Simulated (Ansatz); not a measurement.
# K2ScAgF6: the cost of one run

Program: Ansatz 0.2.0. Level of theory: DFT PBEsol, scalar-relativistic, plane waves, PAW. These are calculated values, not measurements.

1 further run of the same task is left out (it didn't finish).

## 1. The system as given

It takes space group Fm-3m (No. 225, cubic). The conventional cell has a = 8.729 Å, b = 8.729 Å, c = 8.729 Å, α = 90.00°, β = 90.00°, γ = 90.00°. K (site symmetry -43m) is surrounded by 12 F at 3.09 Å. Sc (site symmetry m-3m) is surrounded by 6 F at 2.00 Å. Ag (site symmetry m-3m) is surrounded by 6 F at 2.37 Å. Around F (site symmetry 4mm) lie 1 Sc at 2.00 Å and 1 Ag at 2.37 Å.

As a file:

```cif
data_structure
_symmetry_space_group_name_H-M 'Fm-3m'
_symmetry_Int_Tables_number 225
_cell_length_a 8.7287
_cell_length_b 8.7287
_cell_length_c 8.7287
_cell_angle_alpha 90.000
_cell_angle_beta 90.000
_cell_angle_gamma 90.000
_cell_volume 665.04
loop_
_atom_site_label
_atom_site_type_symbol
_atom_site_symmetry_multiplicity
_atom_site_Wyckoff_symbol
_atom_site_fract_x
_atom_site_fract_y
_atom_site_fract_z
_atom_site_occupancy
K1 K 8 c 0.25000 0.75000 0.75000 1
Sc1 Sc 4 a 0.00000 0.00000 0.00000 1
Ag1 Ag 4 b 0.50000 0.00000 0.00000 1
F1 F 24 e 0.50000 0.00000 0.72902 1
```

It goes back to an entry of the Materials Project, which need not be the stable form.

This cell was relaxed beforehand with the same method: volume 16.63 Å³/atom, gap on the mesh 2.86 eV.

## 2. Zero of energy

Reference values: F = -17480.4098 eV; pressure -0.03 GPa; largest force 0.002 eV/Å; gap on the mesh 2.86 eV. It was computed beforehand with the settings of the runs below.

## 3. Breaking the symmetry

The atoms are moved along a mode of 95i cm⁻¹:

```tsv
atom	ux (Å)	uy (Å)	uz (Å)
K1	0.000	0.000	0.000
K2	0.000	0.000	0.000
Sc3	0.000	0.000	0.000
Ag4	0.000	0.000	0.000
F5	0.000	-0.150	0.000
F6	0.000	0.000	0.000
F7	0.000	0.150	0.000
F8	0.000	0.000	0.150
F9	0.000	0.000	-0.150
F10	0.000	0.000	0.000
```

## 4. Relaxation of the disturbed structure

Input file input.yaml:

```yaml
crystal:
  lattice:
    - [0.0, 4.3643476691, 4.3643476691]
    - [4.3643476691, 0.0, 4.3643476691]
    - [4.3643476691, 4.3643476691, 0.0]
  atoms:
    - { symbol: K, position: [0.25, 0.25, 0.25] }
    - { symbol: K, position: [0.75, 0.75, 0.75] }
    - { symbol: Sc, position: [0.0, 0.0, 0.0] }
    - { symbol: Ag, position: [0.5, 0.5, 0.5] }
    - { symbol: F, position: [0.2118385604, 0.246207958, 0.753792042] }
    - { symbol: F, position: [0.2290232592, 0.7709767408, 0.7709767408] }
    - { symbol: F, position: [0.7881614396, 0.753792042, 0.246207958] }
    - { symbol: F, position: [0.246207958, 0.7881614396, 0.2118385604] }
    - { symbol: F, position: [0.753792042, 0.2118385604, 0.7881614396] }
    - { symbol: F, position: [0.7709767408, 0.2290232592, 0.2290232592] }
basis:
  ecutwfc: 420
kpoints:
  mp_grid: { grid: [6, 6, 6] }
hamiltonian:
  xc: pbesol
scf:
  occupations: { method: gaussian, width: 0.05 }
output:
  forces: true
  stress: true
  eigenvalues: true
relax:
  adjacent_minimum: "off"
  f_tol: 0.008
  max_steps: 80
  cell: { stress_tol: 0.08 }
```

Launch:

```bash
ansatz run input.yaml --threads 2 --pin off --max-ram 5120MiB --backend cpu --events-out ev --progress --plain --runs-dir out
```

What time and memory should one allow on 2 threads of Arm Neoverse V1, shared host?

About 2 min, with a peak of 0.65 GiB.
